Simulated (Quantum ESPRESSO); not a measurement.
Here is a Quantum ESPRESSO 7.5 calculation.

pw.in

```
&CONTROL
  calculation = 'scf'
  prefix = 'pwscf'
  outdir = './tmp'
  pseudo_dir = './pseudo'
  tprnfor = .true.
  tstress = .true.
  disk_io = 'nowf'
/
&SYSTEM
  ibrav = 0
  nat = 5
  ntyp = 2
  ecutwfc = 60
  ecutrho = 480
  nbnd = 19
  occupations = 'smearing'
  smearing = 'fd'
  degauss = 0.00367493
/
&ELECTRONS
  conv_thr = 1d-09
  electron_maxstep = 120
  mixing_beta = 0.5
/
ATOMIC_SPECIES
Al    26.9815 Al.pbe-n-kjpaw_psl.1.0.0.UPF
Cd   112.4140 Cd.pbe-dn-rrkjus_psl.0.3.1.UPF
CELL_PARAMETERS angstrom
   5.5211519800    0.0000000000    0.0000000000
   0.0000000000    5.5211519800    0.0000000000
   0.0000000000    0.0000000000    5.6078837500
ATOMIC_POSITIONS crystal
Al     0.0000000000    0.5000000000    0.1714650700
Al     0.5000000000    0.0000000000    0.1714650700
Al     0.0000000000    0.5000000000    0.8285349300
Al     0.5000000000    0.0000000000    0.8285349300
Cd     0.0000000000    0.0000000000    0.0000000000
K_POINTS automatic
5 5 5 0 0 0
```

Potentials or basis: SSSP 1.3 efficiency PBE.

Run with:

```bash
$ OMP_NUM_THREADS=1 pw.x -in pw.in > pw.out
```

Q: Estimate the largest force.

A: 10.571 eV/Å.

Q: Predict the pressure.

A: 9.1 GPa.

Forces in eV/Å, atoms in the order of the input:
```
Al    0.000   0.000  10.571
Al    0.000   0.000  10.571
Al    0.000   0.000 -10.571
Al    0.000   0.000 -10.571
Cd    0.000   0.000   0.000
```

Caveat: forces of over 1 eV/Å show positions far from the minimum, so gaps and moduli don't describe the material at rest.
